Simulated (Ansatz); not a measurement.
# ZnCrC4N4: the cost of one run

Computed with Ansatz 0.2.0 (DFT PBE, scalar-relativistic, plane waves, PAW, unless a step's input says otherwise).

1 further run of the same task is left out (it didn't finish).

### Step 1. The starting structure

It takes space group P4/mmm (No. 123, tetragonal). Conventional cell: a = 7.237 Å, b = 7.237 Å, c = 3.588 Å, α = 90.00°, β = 90.00°, γ = 90.00°. Zn (site symmetry 4/mmm) has 4 C at 1.92 Å in its first shell of neighbours. Cr (site symmetry 4/mmm) is surrounded by 4 N at 2.03 Å. C (site symmetry m2m) has 1 N at 1.17 Å and 1 Zn at 1.92 Å in its first shell of neighbours. N (site symmetry m2m) has 1 C at 1.17 Å and 1 Cr at 2.03 Å in its first shell of neighbours.

Coordinates:

```
CELL_PARAMETERS angstrom
7.23653 0.00000 0.00000
0.00000 7.23653 0.00000
0.00000 0.00000 3.58760
ATOMIC_POSITIONS crystal
Zn 0.00000 0.00000 0.00000
Cr 0.50000 0.50000 0.00000
C 0.18732 0.81268 0.00000
C 0.81268 0.18732 0.00000
C 0.18732 0.18732 0.00000
C 0.81268 0.81268 0.00000
N 0.30164 0.69836 0.00000
N 0.69836 0.30164 0.00000
N 0.30164 0.30164 0.00000
N 0.69836 0.69836 0.00000
```

A structure generator made this guess: stacked square cyanide-bridged sheets (P4/mmm, No. 123). Its size is a rough estimate.

### Step 2. A first look at the guess

Contents of input.yaml:

```yaml
crystal:
  lattice:
    - [7.2365308, 0.0, 0.0]
    - [0.0, 7.2365308, 0.0]
    - [0.0, 0.0, 3.58759895]
  atoms:
    - { symbol: Zn, position: [0.0, 0.0, 0.0] }
    - { symbol: Cr, position: [0.5, 0.5, 0.0], spin: 3.0 }
    - { symbol: C, position: [0.18731679, 0.81268321, 0.0] }
    - { symbol: C, position: [0.81268321, 0.18731679, 0.0] }
    - { symbol: C, position: [0.18731679, 0.18731679, 0.0] }
    - { symbol: C, position: [0.81268321, 0.81268321, 0.0] }
    - { symbol: "N", position: [0.30164159, 0.69835841, 0.0] }
    - { symbol: "N", position: [0.69835841, 0.30164159, 0.0] }
    - { symbol: "N", position: [0.30164159, 0.30164159, 0.0] }
    - { symbol: "N", position: [0.69835841, 0.69835841, 0.0] }
basis:
  ecutwfc: 420
kpoints:
  mp_grid: { grid: [4, 4, 6] }
hamiltonian:
  xc: pbe
scf:
  occupations: { method: gaussian, width: 0.1 }
  lower_state_search: "off"
output:
  forces: true
  stress: true
  eigenvalues: true
  populations: true
magnetization:
  spin_polarized: true
```

Command:

```bash
$ ansatz run input.yaml --threads 1 --pin off --max-ram 2560MiB --backend cpu --events-out ev --progress --plain --runs-dir out
```

What time and memory should one allow on 1 thread of Intel Xeon Platinum 8488C (Sapphire Rapids), shared host?

About 22 s, with a peak of 0.66 GiB.
